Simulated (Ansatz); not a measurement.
**C2H9GeN: geometry optimisation from a Python script**

What geometry does C2H9GeN take? Aim: a geometry optimisation, for C2H9GeN, run from a script. SMILES: CN[CH2][GeH3].

Program: Ansatz 0.2.0 through its Python package. Level of theory: B3LYP/def2-SVP. These are calculated values, not measurements.

**1. The system**

Bond lengths: C1–N2 1.415 Å, N2–C3 1.432 Å, C3–Ge4 1.957 Å, C1–H5 1.114 Å, C1–H6 1.132 Å, C1–H7 1.141 Å, N2–H8 1.008 Å, C3–H9 1.113 Å, C3–H10 1.149 Å, Ge4–H11 1.539 Å, Ge4–H12 1.602 Å, Ge4–H13 1.432 Å. Angles (14 of 21 angles, heavy atoms first): C1–N2–C3 108.4°, N2–C3–Ge4 112.6°, C1–N2–H8 108.5°, C3–N2–H8 106.7°, N2–C1–H5 114.2°, N2–C1–H6 114.7°, N2–C1–H7 109.6°, N2–C3–H9 113.3°, N2–C3–H10 112.6°, Ge4–C3–H9 105.5°, Ge4–C3–H10 106.8°, C3–Ge4–H11 108.7°, C3–Ge4–H12 106.2°, C3–Ge4–H13 112.6°.

The script holds or builds the structure itself.

**2. The code**

opt_c2h9gen.py

```python
"""Relax the C2H9GeN molecule."""

import itertools

import ansatz as az
from ase.data import atomic_numbers, covalent_radii
import numpy as np

BASIS = "def2-SVP"
XC = "b3lyp"

GEOMETRY = """
C    -0.89160    1.65230   -0.61500
N    -0.75910    0.26140   -0.39440
C     0.52380    0.01670    0.19390
Ge    0.90240   -1.89190    0.40670
H    -0.18230    2.06420   -1.36830
H    -0.86320    2.28410    0.32370
H    -1.92000    1.87390   -1.05760
H    -1.44810   -0.02150    0.28530
H     1.36820    0.42320   -0.40620
H     0.63100    0.49480    1.23310
H     0.73890   -2.58230   -0.95900
H    -0.25280   -2.47490    1.35180
H     2.17330   -2.13470    1.02080
"""

mol = az.Crystal.molecule()
for line in GEOMETRY.strip().splitlines():
    symbol, *xyz = line.split()
    mol = mol.atom(symbol, [float(v) for v in xyz])

job = mol.calculation().basis(gaussian=BASIS).functional(XC)
symbols = [site.symbol for site in mol.cartesian_sites]
start = np.array([site.position_ang for site in mol.cartesian_sites], dtype=float)
def progress(event):
    if event["event"] == "relax_step":
        row = event["data"]
        print(f"step {row['step']:3d}  E = {row['lagrangian_ev']:.6f} eV  largest force component {row['allowed_force_max_ev_ang']:.4f} eV/A")


report = job.relax(force_tolerance=0.01, max_steps=100).session().plan().execute(on_event=progress).report
end = np.array(report["positions_ang"])

print(f"E = {report['free_energy_ev']:.6f} eV = {report['free_energy_ev'] / 27.211386246:.7f} Ha")
print("converged:", report["converged"], " doubts:", report["published_state_doubts"] or "none")

# pairs closer than 1.2 times the sum of covalent radii, before or after
radius = [covalent_radii[atomic_numbers[s]] for s in symbols]
span = lambda where, i, j: np.linalg.norm(where[i] - where[j])
bonded = [(i, j) for i, j in itertools.combinations(range(len(symbols)), 2) if min(span(start, i, j), span(end, i, j)) < 1.2 * (radius[i] + radius[j])]
print("pair        before    after (A)")
for i, j in bonded:
    print(f"{symbols[i]}{i}-{symbols[j]}{j}".ljust(10), f"{span(start, i, j):8.4f} {span(end, i, j):8.4f}")

charges = report["charge_distribution"]
dipole = np.array(charges["dipole_moment_e_ang"]) * 4.803205
print("dipole (D): {:.3f} {:.3f} {:.3f}, length {:.3f}".format(*dipole, np.linalg.norm(dipole)))
print("atom  Mulliken   Lowdin")
for symbol, m, l in zip(symbols, charges["mulliken_charges_e"], charges["lowdin_charges_e"]):
    print(f"{symbol:4s} {m:9.3f} {l:8.3f}")
```

**3. What the engine is handed**

The engine receives this input:

```yaml
crystal:
  periodic: [false, false, false]
  atoms:
    - { symbol: C, position_ang: [-0.8916, 1.6523, -0.615] }
    - { symbol: "N", position_ang: [-0.7591, 0.2614, -0.3944] }
    - { symbol: C, position_ang: [0.5238, 0.0167, 0.1939] }
    - { symbol: Ge, position_ang: [0.9024, -1.8919, 0.4067] }
    - { symbol: H, position_ang: [-0.1823, 2.0642, -1.3683] }
    - { symbol: H, position_ang: [-0.8632, 2.2841, 0.3237] }
    - { symbol: H, position_ang: [-1.92, 1.8739, -1.0576] }
    - { symbol: H, position_ang: [-1.4481, -0.0215, 0.2853] }
    - { symbol: H, position_ang: [1.3682, 0.4232, -0.4062] }
    - { symbol: H, position_ang: [0.631, 0.4948, 1.2331] }
    - { symbol: H, position_ang: [0.7389, -2.5823, -0.959] }
    - { symbol: H, position_ang: [-0.2528, -2.4749, 1.3518] }
    - { symbol: H, position_ang: [2.1733, -2.1347, 1.0208] }
basis:
  gaussian:
    orbitals: def2-SVP
hamiltonian:
  xc: b3lyp
relax:
  f_tol: 0.01
  max_steps: 100
```

**4. Running it**

Run with:

```
> python opt_c2h9gen.py
```

What it wrote:

```text
step   1  E = -60219.626994 eV  largest force component 2.9156 eV/A
step   2  E = -60219.961866 eV  largest force component 0.8020 eV/A
step   3  E = -60219.995528 eV  largest force component 0.1666 eV/A
step   4  E = -60219.997684 eV  largest force component 0.0583 eV/A
step   5  E = -60219.999205 eV  largest force component 0.0708 eV/A
step   6  E = -60220.000402 eV  largest force component 0.0725 eV/A
step   7  E = -60220.001517 eV  largest force component 0.0336 eV/A
step   8  E = -60220.001888 eV  largest force component 0.0080 eV/A
E = -60220.002161 eV = -2213.0442608 Ha
converged: True  doubts: none
pair        before    after (A)
C0-N1        1.4145   1.4517
C0-H4        1.1137   1.1033
C0-H5        1.1319   1.1137
C0-H6        1.1413   1.1016
N1-C2        1.4324   1.4515
N1-H7        1.0083   1.0189
C2-Ge3       1.9574   1.9803
C2-H8        1.1128   1.1044
C2-H9        1.1489   1.1146
Ge3-H10      1.5390   1.5415
Ge3-H11      1.6024   1.5469
Ge3-H12      1.4322   1.5456
dipole (D): -0.278 1.036 0.566, length 1.213
atom  Mulliken   Lowdin
C        0.097    0.049
N       -0.288    0.052
C       -0.019   -0.043
Ge       0.315    0.180
H        0.012   -0.014
H       -0.014   -0.029
H        0.013   -0.011
H        0.108    0.003
H        0.024    0.001
H        0.005   -0.014
H       -0.075   -0.055
H       -0.091   -0.061
H       -0.087   -0.058
```

Run time: 58 s. Hardware: 1 thread of Arm Neoverse V1, shared host; peak memory 0.37 GiB.

Lines on the test bed's own set-up are left out of the output.

**5. Size and end state of the run**

The report of the run holds:

| item | value |
| --- | --- |
| SCF cycles in all | 69 |
| orbitals | 119 |
| total energy (eV) | -60220.00216 |

**6. The relaxation, step by step**

The steps of the relaxation:

| step | E - E(step 1) (eV) | largest force component (eV/Å) |
| --- | --- | --- |
| 1 | 0.0000 | 2.9156 |
| 2 | -0.3349 | 0.8020 |
| 3 | -0.3685 | 0.1666 |
| 4 | -0.3707 | 0.0583 |
| 5 | -0.3722 | 0.0708 |
| 6 | -0.3734 | 0.0725 |
| 7 | -0.3745 | 0.0336 |
| 8 | -0.3749 | 0.0080 |

Step 1 is the start.

Before: Bond lengths: C1–N2 1.415 Å, N2–C3 1.432 Å, C3–Ge4 1.957 Å, C1–H5 1.114 Å, C1–H6 1.132 Å, C1–H7 1.141 Å, N2–H8 1.008 Å, C3–H9 1.113 Å, C3–H10 1.149 Å, Ge4–H11 1.539 Å, Ge4–H12 1.602 Å, Ge4–H13 1.432 Å. Angles (14 of 21 angles, heavy atoms first): C1–N2–C3 108.4°, N2–C3–Ge4 112.6°, C1–N2–H8 108.5°, C3–N2–H8 106.7°, N2–C1–H5 114.2°, N2–C1–H6 114.7°, N2–C1–H7 109.6°, N2–C3–H9 113.3°, N2–C3–H10 112.6°, Ge4–C3–H9 105.5°, Ge4–C3–H10 106.8°, C3–Ge4–H11 108.7°, C3–Ge4–H12 106.2°, C3–Ge4–H13 112.6°.

After: Bond lengths: C1–N2 1.452 Å, N2–C3 1.451 Å, C3–Ge4 1.980 Å, C1–H5 1.103 Å, C1–H6 1.114 Å, C1–H7 1.102 Å, N2–H8 1.019 Å, C3–H9 1.104 Å, C3–H10 1.115 Å, Ge4–H11 1.542 Å, Ge4–H12 1.547 Å, Ge4–H13 1.546 Å. Angles (14 of 21 angles, heavy atoms first): C1–N2–C3 114.6°, N2–C3–Ge4 110.7°, C1–N2–H8 110.0°, C3–N2–H8 110.3°, N2–C1–H5 109.9°, N2–C1–H6 114.4°, N2–C1–H7 109.9°, N2–C3–H9 109.1°, N2–C3–H10 114.5°, Ge4–C3–H9 106.9°, Ge4–C3–H10 109.4°, C3–Ge4–H11 110.8°, C3–Ge4–H12 108.9°, C3–Ge4–H13 110.4°.

**7. What came out**

```
                    quantity           value
                total energy  -60220.0022 eV
               dipole moment          1.21 D
     moves of the relaxation               7
               energy gained        0.375 eV
last largest force component     0.0080 eV/Å
```

**Reading.** After 7 moves the largest shift is 0.208 Å, of atom 13 (H). The end point is the stationary point reached from this start; no frequency run checks that it is a minimum, and the basis set is modest. The Löwdin charges here are taken after orthogonalising the functions within each atom; they differ from plain Löwdin charges, and their signs can be unphysical. b3lyp holds the VWN-RPA fit, as in Gaussian; the form of ORCA and Turbomole is b3lyp5.
